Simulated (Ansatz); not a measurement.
# GeH4P: the cost of one run

Computed with the Python package of Ansatz 0.2.0. The levels of theory stand in the script.

### 1 Starting point

Bond lengths: P1–Ge2 2.285 Å, P1–H3 1.453 Å, P1–H4 1.453 Å, Ge2–H5 1.550 Å, Ge2–H6 1.550 Å. Angles: P1–Ge2–H5 109.4°, P1–Ge2–H6 109.4°, H5–Ge2–H6 109.4°, Ge2–P1–H3 93.7°, Ge2–P1–H4 93.7°, H3–P1–H4 94.3°.

No structure file is read: the coordinates are typed or built in the script.

### 2 The script

The input, geh4p.py:

```python
"""Scalar relativity in GeH4P."""

import ansatz as az
import numpy as np

XC = "PBE"

mol = (
    az.Crystal.molecule()
    .atom("P", (-1.2046, -0.2682, 0.608))
    .atom("Ge", (1.0387, 0.1138, 0.4013))
    .atom("H", (-1.5605, 1.1171, 0.3535))
    .atom("H", (-1.3588, -0.6764, -0.7776))
    .atom("H", (1.7837, -1.2408, 0.2889))
    .atom("H", (1.3014, 0.9545, -0.8741))
)

calc = (
    mol.calculation()
    .functional(XC)
    .spin("collinear", total=1)
    .forces()
)
# a set contracted for a scalar-relativistic Hamiltonian goes with the relativistic run
sets = {"none": "cc-pVTZ", "scalar": "cc-pVTZ-DK"}
found = {kind: calc.basis(gaussian=basis).pseudopotentials(relativity=kind).run(threads=1, pin="off").report for kind, basis in sets.items()}
for kind, each in found.items():
    dipole = 4.803205 * np.linalg.norm(each["charge_distribution"]["dipole_moment_e_ang"])
    print(f"{kind:7s} E = {each['free_energy_ev']:.4f} eV  dipole {dipole:.3f} D  largest force component {np.abs(each['forces_ev_ang']).max():.4f} eV/A")
print(f"relativity lowers the total energy by {found['none']['free_energy_ev'] - found['scalar']['free_energy_ev']:.3f} eV")
```

### 3 The calls as engine input

The engine receives this input (first run):

```yaml
crystal:
  periodic: [false, false, false]
  atoms:
    - { symbol: P, position_ang: [-1.2046, -0.2682, 0.608] }
    - { symbol: Ge, position_ang: [1.0387, 0.1138, 0.4013] }
    - { symbol: H, position_ang: [-1.5605, 1.1171, 0.3535] }
    - { symbol: H, position_ang: [-1.3588, -0.6764, -0.7776] }
    - { symbol: H, position_ang: [1.7837, -1.2408, 0.2889] }
    - { symbol: H, position_ang: [1.3014, 0.9545, -0.8741] }
basis:
  gaussian:
    orbitals: cc-pVTZ
hamiltonian:
  xc: pbe
  pseudopotentials:
    relativity: none
magnetization:
  spin_polarized: true
  initial_magnetization: 1.0
output:
  forces: true
```

### 4 Launch

Started as:

```sh
python geh4p.py
```

**Question.** How long does this script take on 1 thread of Arm Neoverse V1, shared host, and how much memory does it need?

About 10 s, with a peak of 0.24 GiB.
